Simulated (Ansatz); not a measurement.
Set up this calculation in Ansatz 0.2.0, as the native input.

```yaml
Task: single point
Functional: PBEsol
Potentials_or_basis: all-electron LAPW, scalar-relativistic
Cutoff: 305 eV (chosen from the basis error)
Basis_error_allowed: 0.001 eV/atom
k_mesh: 8 × 8 × 8
Occupations: fermi-dirac, width 0.05 eV
Spin: collinear spin, ferromagnetic start
Starting_moments: "[1.0, 1.0, 1.0, 3.0] μB"
```

Crystal: FeNi3 (Awaruite).

```xyz
4
Lattice="3.5450 0.0000 0.0000 0.0000 3.5450 0.0000 0.0000 0.0000 3.5450" Properties=species:S:1:pos:R:3 pbc="T T T"
Ni    1.7725    1.7725    0.0000
Ni    1.7725    0.0000    1.7725
Ni    0.0000    1.7725    1.7725
Fe    0.0000    0.0000    0.0000
```

These files were run (other wordings do the same):

input.yaml

```yaml
crystal:
  lattice:
    - [3.545, 0.0, 0.0]
    - [0.0, 3.545, 0.0]
    - [0.0, 0.0, 3.545]
  atoms:
    - { symbol: Ni, position: [0.5, 0.5, 0.0], spin: 1.0 }
    - { symbol: Ni, position: [0.5, 0.0, 0.5], spin: 1.0 }
    - { symbol: Ni, position: [0.0, 0.5, 0.5], spin: 1.0 }
    - { symbol: Fe, position: [0.0, 0.0, 0.0], spin: 3.0 }
kpoints:
  mp_grid: { grid: [8, 8, 8] }
scf:
  occupations: { method: fermi_dirac, width: 0.05 }
hamiltonian:
  xc: pbesol
  pseudopotentials: { kind: all_electron, lapw: { basis_error: 0.001 } }
magnetization:
  spin_polarized: true
output:
  forces: true
  stress: true
  eigenvalues: true
  populations: true
```

Potentials or basis: all-electron LAPW, scalar-relativistic.

Run with:

```sh
$ ansatz run input.yaml --threads 4 --pin off --max-ram 12288MiB --backend cpu --events-out ev --progress --plain --runs-dir out
```

It gave:

```json
{
 "Pressure": "-9.4 GPa",
 "Band gap on the k mesh": "none (metal or under the smearing width)",
 "Net moment": "4.88 μB per cell",
 "Absolute moment": "5.33 μB per cell",
 "Site moments": "Ni +0.68; Fe +2.95 μB"
}
```

Wall time 23 s on 4 threads of Arm Neoverse V1, with other jobs on the host, peak memory 0.77 GiB.
